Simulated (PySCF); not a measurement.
# CrCl₅ (-3): ligand-field states, part 2 of 2

PySCF 2.14.0. Atoms count from 0.

### Step 5. Ligand-field states: state-averaged CASSCF (apical angle at 105°) in water

What the job is given:

```
{"job": {"kind": "lf", "basis": {"metal": "x2c-TZVPall", "ligand": "x2c-SVPall"}, "nevpt": true, "solvent": "water", "reuse": true}, "charge": -3, "metal": "Cr", "open_shell": "d4"}
Cr     0.000000     0.000000     0.000000
Cl     0.000000     0.000000     2.450000
Cl     2.366518     0.000000    -0.634107
Cl    -2.366518     0.000000    -0.634107
Cl     0.000000     2.366518    -0.634107
Cl    -0.000000    -2.366518    -0.634107
```

With the program's defaults for keys left out, this is: state-averaged CASSCF of the metal d shell, SC-NEVPT2 on the averaged canonical orbitals, state-interaction spin-orbit coupling.

The program printed:

```text
basis functions 138, electrons 112, active (4e, 5o)
start from the orbitals of the previous structure
stage 1: DIIS on the effective Fock matrix, level shift 0.30
cycle   1  E = -3352.4940095989  dE = -3.352e+03  max|g| = 1.526e+00
cycle   2  E = -3353.7781880941  dE = -1.284e+00  max|g| = 4.376e-01
cycle   3  E = -3353.9127779928  dE = -1.346e-01  max|g| = 1.180e-01
cycle   4  E = -3353.9309345084  dE = -1.816e-02  max|g| = 6.843e-02
cycle   5  E = -3353.9418381308  dE = -1.090e-02  max|g| = 3.210e-02
cycle   6  E = -3353.9449761386  dE = -3.138e-03  max|g| = 1.980e-02
cycle   7  E = -3353.9460110554  dE = -1.035e-03  max|g| = 1.061e-02
cycle   8  E = -3353.9462564560  dE = -2.454e-04  max|g| = 6.296e-03
cycle   9  E = -3353.9463185070  dE = -6.205e-05  max|g| = 3.662e-03
cycle  10  E = -3353.9463308876  dE = -1.238e-05  max|g| = 2.281e-03
...
cycle  29  E = -3353.9463461762  dE = -5.152e-10  max|g| = 5.135e-05
cycle  30  E = -3353.9463461766  dE = -3.788e-10  max|g| = 5.267e-05
cycle  31  E = -3353.9463461770  dE = -4.575e-10  max|g| = 4.662e-05
cycle  32  E = -3353.9463461774  dE = -3.952e-10  max|g| = 4.499e-05
cycle  33  E = -3353.9463461779  dE = -4.393e-10  max|g| = 4.260e-05
cycle  34  E = -3353.9463461788  dE = -8.749e-10  max|g| = 3.056e-05
cycle  35  E = -3353.9463461791  dE = -3.229e-10  max|g| = 2.732e-05
cycle  36  E = -3353.9463461795  dE = -3.947e-10  max|g| = 1.866e-05
cycle  37  E = -3353.9463461798  dE = -2.892e-10  max|g| = 1.542e-05
cycle  38  E = -3353.9463461799  dE = -1.719e-10  max|g| = 1.145e-05
cycle  39  E = -3353.9463461800  dE = -6.821e-11  max|g| = 9.360e-06
converged average energy = -3353.9463461800

 mult deg   label        CASSCF/cm-1   NEVPT2/cm-1
   5   1   5B1                 0.0           0.0
   5   1   5A1              5153.8        6280.6
   5   2   5E               7218.0        8671.6
   5   1   5B2              7126.7        8779.5
   3   1   3A2             18049.8       16467.7
   3   2   3E              18412.9       16948.8
   3   1   3B1             19374.2       18322.4
   3   2   3E              20506.5       18627.6
   3   1   3A2             21484.4       19452.7
   3   1   3A1             21605.2       20709.3
   3   1   3B1             23754.0       21660.2
   3   1   3B2             23753.2       23036.0
   3   2   3E              24798.4       23724.8
   3   2   3E              24412.1       24254.3
   1   1   1B2             27679.2       24605.3
   3   1   3A1             26127.9       24799.6
   1   1   1B1             27303.4       25535.4
   1   1   1A1             27339.9       25575.5
   1   2   1E              27406.9       25613.2
   1   2   1E              29093.1       26065.0
   3   1   3B1             27510.1       26239.8
   3   1   3A2             26141.3       26313.2
   3   1   3B2             26901.7       26437.9
   3   2   3E              27683.5       26488.1
   3   2   3E              27017.1       26554.0
   3   1   3A1             29212.7       28006.9
   1   1   1A1             31704.6       28118.9
   3   1   3A2             29055.2       28370.5
   1   1   1A1             31283.1       29097.1
   3   2   3E              30173.2       29362.7
   1   1   1A2             31461.2       29423.6
   1   1   1B1             31155.6       29904.0
   3   1   3B2             31850.6       31054.9
   3   1   3B1             34496.4       31352.7
   1   1   1B2             32403.7       31374.2
   3   1   3A2             31779.3       31494.9
   3   1   3A1             34860.5       31709.4
   1   2   1E              33242.3       32200.1
   3   2   3E              35795.1       32550.3
   3   2   3E              33162.1       33092.1
   3   1   3B2             36668.3       33372.0
   1   2   1E              34344.8       33635.1
   1   1   1B1             36424.0       33781.6
   1   1   1A1             37323.6       34779.6
   1   1   1B2             35897.1       35616.2
   1   1   1A2             36873.2       35990.2
   1   1   1A1             39751.8       36611.4
   1   2   1E              39754.8       38519.6
   1   1   1B1             40434.1       38546.2
   1   2   1E              42216.6       39731.6
   1   1   1B2             43736.5       40084.2
   1   2   1E              45947.0       41567.4
   1   1   1A2             45838.5       41603.0
   1   1   1A1             44049.6       42180.1
   1   1   1B1             48455.6       44451.3
   1   2   1E              49593.2       45785.3
   1   1   1B2             49413.1       46742.4
   3   2   3E              52884.8       46843.1
   3   1   3A2             53044.2       46852.8
   3   1   3A2             55245.5       49113.3

spin-orbit levels / cm-1
      0.00  x1  5B1 1.00
      0.01  x1  5B1 1.00
      5.86  x2  5B1 1.00
      7.82  x1  5B1 1.00
   6261.24  x1  5A1 0.99
   6266.41  x2  5A1 0.99
   6281.92  x1  5A1 1.00
   6281.97  x1  5A1 1.00
   8569.36  x2  5E 0.99
   8589.54  x1  5E 0.86 5B2 0.14
   8604.75  x1  5E 0.83 5B2 0.16
   8617.10  x2  5E 0.68 5B2 0.32
   8623.85  x1  5E 0.58 5B2 0.42
   8744.39  x1  5E 1.00
   8758.60  x2  5E 0.87 5B2 0.13
   8823.02  x1  5B2 0.86 5E 0.14
   8825.29  x1  5B2 0.84 5E 0.15
   8896.38  x2  5B2 0.54 5E 0.46
   8904.40  x1  5B2 0.58 5E 0.42
  16466.63  x1  3A2 0.99
  16467.23  x2  3A2 1.00
  16896.68  x1  3E 0.99
  16911.57  x1  3E 1.00
  16952.30  x2  3E 1.00
  16985.91  x1  3E 1.00
  17001.18  x1  3E 1.00
  18322.69  x2  3B1 1.00
  18329.31  x1  3B1 0.99
  18416.21  x1  3E 0.91 3A2 0.08
  18515.75  x1  3E 1.00
```

Run time: 11 s. Hardware: 1 thread of Intel Xeon 6975P-C, shared host; peak memory 0.33 GiB.

From this job:

| quantity | value |
| --- | --- |
| spin-orbit constant ζ | 222 cm⁻¹ |

Powder susceptibility:

| T (K) | χT (cm³ K/mol) | μ(eff) |
| --- | --- | --- |
| 2 | 2.368 | 4.35 |
| 20 | 2.919 | 4.83 |
| 100 | 2.946 | 4.85 |
| 300 | 2.967 | 4.87 |

### Step 6. Ligand-field states: state-averaged CASSCF (apical angle at 110°) in water

What the job is given:

```
{"job": {"kind": "lf", "basis": {"metal": "x2c-TZVPall", "ligand": "x2c-SVPall"}, "nevpt": true, "solvent": "water", "reuse": true}, "charge": -3, "metal": "Cr", "open_shell": "d4"}
Cr     0.000000     0.000000     0.000000
Cl     0.000000     0.000000     2.450000
Cl     2.302247     0.000000    -0.837949
Cl    -2.302247     0.000000    -0.837949
Cl     0.000000     2.302247    -0.837949
Cl    -0.000000    -2.302247    -0.837949
```

With the program's defaults for keys left out, this is: state-averaged CASSCF of the metal d shell, SC-NEVPT2 on the averaged canonical orbitals, state-interaction spin-orbit coupling.

The program printed:

```text
basis functions 138, electrons 112, active (4e, 5o)
start from the orbitals of the previous structure
stage 1: DIIS on the effective Fock matrix, level shift 0.30
cycle   1  E = -3353.4896905304  dE = -3.353e+03  max|g| = 9.330e-01
cycle   2  E = -3353.8869767896  dE = -3.973e-01  max|g| = 2.416e-01
cycle   3  E = -3353.9271107398  dE = -4.013e-02  max|g| = 6.326e-02
cycle   4  E = -3353.9324422069  dE = -5.331e-03  max|g| = 3.332e-02
cycle   5  E = -3353.9351220158  dE = -2.680e-03  max|g| = 1.708e-02
cycle   6  E = -3353.9359935492  dE = -8.715e-04  max|g| = 9.756e-03
cycle   7  E = -3353.9362467995  dE = -2.533e-04  max|g| = 4.792e-03
cycle   8  E = -3353.9363058633  dE = -5.906e-05  max|g| = 2.608e-03
cycle   9  E = -3353.9363223139  dE = -1.645e-05  max|g| = 1.563e-03
cycle  10  E = -3353.9363253991  dE = -3.085e-06  max|g| = 1.324e-03
cycle  11  E = -3353.9363274395  dE = -2.040e-06  max|g| = 1.083e-03
cycle  12  E = -3353.9363286938  dE = -1.254e-06  max|g| = 5.617e-04
cycle  13  E = -3353.9363292034  dE = -5.096e-07  max|g| = 2.922e-04
cycle  14  E = -3353.9363293416  dE = -1.382e-07  max|g| = 2.224e-04
cycle  15  E = -3353.9363293793  dE = -3.770e-08  max|g| = 1.852e-04
cycle  16  E = -3353.9363294026  dE = -2.331e-08  max|g| = 1.641e-04
cycle  17  E = -3353.9363294189  dE = -1.626e-08  max|g| = 1.294e-04
cycle  18  E = -3353.9363294265  dE = -7.620e-09  max|g| = 1.057e-04
cycle  19  E = -3353.9363294313  dE = -4.858e-09  max|g| = 7.911e-05
cycle  20  E = -3353.9363294339  dE = -2.532e-09  max|g| = 5.680e-05
cycle  21  E = -3353.9363294360  dE = -2.134e-09  max|g| = 4.053e-05
cycle  22  E = -3353.9363294368  dE = -7.503e-10  max|g| = 3.652e-05
cycle  23  E = -3353.9363294373  dE = -5.439e-10  max|g| = 2.915e-05
cycle  24  E = -3353.9363294377  dE = -3.615e-10  max|g| = 2.211e-05
cycle  25  E = -3353.9363294379  dE = -2.428e-10  max|g| = 2.011e-05
cycle  26  E = -3353.9363294381  dE = -1.928e-10  max|g| = 1.674e-05
cycle  27  E = -3353.9363294382  dE = -9.686e-11  max|g| = 1.563e-05
cycle  28  E = -3353.9363294383  dE = -7.640e-11  max|g| = 1.588e-05
cycle  29  E = -3353.9363294383  dE = -7.230e-11  max|g| = 1.539e-05
cycle  30  E = -3353.9363294384  dE = -5.548e-11  max|g| = 1.325e-05
cycle  31  E = -3353.9363294385  dE = -6.321e-11  max|g| = 1.237e-05
cycle  32  E = -3353.9363294385  dE = -4.502e-11  max|g| = 9.505e-06
converged average energy = -3353.9363294385

 mult deg   label        CASSCF/cm-1   NEVPT2/cm-1
   5   1   5B1                 0.0           0.0
   5   1   5A1              4532.8        5546.6
   5   2   5E               6070.8        7417.4
   5   1   5B2              6732.9        8314.2
   3   1   3A2             17891.9       16260.3
   3   2   3E              18540.1       17237.3
   3   2   3E              20001.0       18018.9
   3   1   3B1             19241.0       18242.0
   3   1   3A2             21231.1       19271.3
   3   1   3A1             21377.4       20564.2
   3   1   3B1             23516.6       21461.8
   3   1   3B2             23257.8       22538.4
   3   2   3E              24226.6       23478.7
   3   2   3E              23901.3       23560.3
   3   1   3A1             25625.6       24118.2
   1   1   1B2             27419.8       24346.6
   3   2   3E              26130.6       25334.6
   1   1   1B1             27185.5       25404.2
   3   1   3B1             26765.7       25425.7
   1   1   1A1             27244.7       25473.7
   3   1   3A2             25412.4       25510.3
   1   2   1E              28722.0       25603.8
   3   2   3E              26960.6       25672.4
   1   2   1E              27376.5       25712.2
   3   1   3B2             26458.9       25958.7
   3   1   3A2             28026.6       27240.9
   3   1   3A1             28659.2       27351.6
   1   1   1A1             30622.2       27777.8
   3   2   3E              29208.8       28375.8
   1   1   1A1             31591.5       28778.8
   1   1   1A2             31193.3       29265.4
   1   1   1B1             30655.4       29416.8
   3   1   3B1             33495.3       30066.5
   3   1   3B2             30972.7       30159.3
   3   1   3A2             30883.8       30509.0
   1   1   1B2             31884.4       30790.9
   3   1   3A1             34309.7       31097.7
   3   2   3E              31870.0       31636.1
   3   2   3E              34994.7       31668.6
   1   2   1E              32948.2       32252.9
   1   2   1E              33464.8       32306.0
   3   1   3B2             35905.8       32517.1
   1   1   1B1             35890.2       33244.0
   1   1   1A2             35482.4       34351.6
   1   1   1A1             37079.0       34643.4
   1   1   1B2             35314.5       34994.9
   1   1   1A1             39119.4       35851.1
   1   1   1B1             39423.5       37316.6
   1   2   1E              38634.2       37459.1
   1   2   1E              41288.4       38585.7
   1   1   1B2             43311.8       39817.7
   1   1   1A1             42601.8       40506.8
   1   1   1A2             45577.5       41229.1
   1   2   1E              45690.3       41245.9
   1   1   1B1             47708.3       43693.3
   1   2   1E              48277.6       44361.8
   1   1   1B2             48179.7       45225.4
   3   2   3E              52445.1       46189.4
   3   1   3A2             52956.0       46692.6
   3   1   3A2             54511.7       48288.2

spin-orbit levels / cm-1
      0.00  x1  5B1 1.00
      0.01  x1  5B1 1.00
      5.88  x2  5B1 1.00
      7.84  x1  5B1 1.00
   5521.73  x1  5A1 0.98
   5527.96  x2  5A1 0.99
   5546.75  x1  5A1 0.99
   5546.82  x1  5A1 0.99
   7316.97  x2  5E 0.99
   7361.15  x1  5E 0.99
   7385.06  x1  5E 0.98
   7427.17  x2  5E 0.98
   7468.52  x1  5E 0.97
   7493.80  x1  5E 0.99
   7536.59  x2  5E 0.99
   8332.90  x1  5B2 0.99
   8332.99  x1  5B2 0.99
   8341.40  x2  5B2 0.98
   8344.11  x1  5B2 0.97
  16253.17  x1  3A2 0.99
  16257.50  x2  3A2 0.99
  17203.23  x1  3E 0.99
  17211.92  x1  3E 1.00
  17244.84  x2  3E 1.00
  17258.39  x1  3E 0.99
  17279.79  x1  3E 1.00
  17817.15  x1  3E 0.94 3A2 0.05
  17893.97  x1  3E 1.00
  17999.81  x2  3E 0.96 3A2 0.03
  18163.83  x1  3E 0.94 3B1 0.06
```

Wall time 11 s (1 thread of Intel Xeon 6975P-C, shared host); peak memory 0.33 GiB.

From this job:

| quantity | value |
| --- | --- |
| spin-orbit constant ζ | 222 cm⁻¹ |

Powder susceptibility:

| T (K) | χT (cm³ K/mol) | μ(eff) |
| --- | --- | --- |
| 2 | 2.360 | 4.34 |
| 20 | 2.912 | 4.83 |
| 100 | 2.940 | 4.85 |
| 300 | 2.963 | 4.87 |

### Step 7. The runs side by side

From the NEVPT2 states (cm⁻¹; the spread is that of the fitted one-electron ligand-field levels):

| step | setting | ground state | next state | orbital spread | Racah B | ζ | μ(eff), 300 K |
| --- | --- | --- | --- | --- | --- | --- | --- |
| 2 | as given | 5B1 | 5A1 at 6899 | 8668 | 812 | 223 | 4.87 |
| 3 | apical angle at 90 | 5B1 | 5A1 at 7526 | 9756 | 817 | 224 | 4.88 |
| 4 | apical angle at 95 | 5B1 | 5A1 at 7329 | 9360 | 816 | 223 | 4.87 |
| 5 | apical angle at 105 | 5B1 | 5A1 at 6281 | 7895 | 808 | 222 | 4.87 |
| 6 | apical angle at 110 | 5B1 | 5A1 at 5547 | 7426 | 802 | 222 | 4.87 |

### Step 8. What came out

What follows sums up all 2 parts.

| quantity | value |
| --- | --- |
| spin-orbit constant ζ (step 2, state-averaged CASSCF in water) | 223 cm⁻¹ |
| ground multiplicity, μ(eff) at 300 K (step 2, 5 donors at 2.45 Å) | 5, 4.87 μB |
| ground multiplicity, μ(eff) at 300 K (step 3, 5 donors at 2.45 Å) | 5, 4.88 μB |
| ground multiplicity, μ(eff) at 300 K (step 4, 5 donors at 2.45 Å) | 5, 4.87 μB |
| ground multiplicity, μ(eff) at 300 K (step 5, 5 donors at 2.45 Å) | 5, 4.87 μB |
| ground multiplicity, μ(eff) at 300 K (step 6, 5 donors at 2.45 Å) | 5, 4.87 μB |

What this shows: In step 2, χT goes from 2.38 at 2 K to 2.97 cm³ K/mol at 300 K, as higher levels fill or mix in. The spread of the ligand-field levels runs from 7426 cm⁻¹ (apical angle at 110) to 9756 cm⁻¹ (apical angle at 90); μ(eff) at 300 K: 4.87 to 4.88 μB.
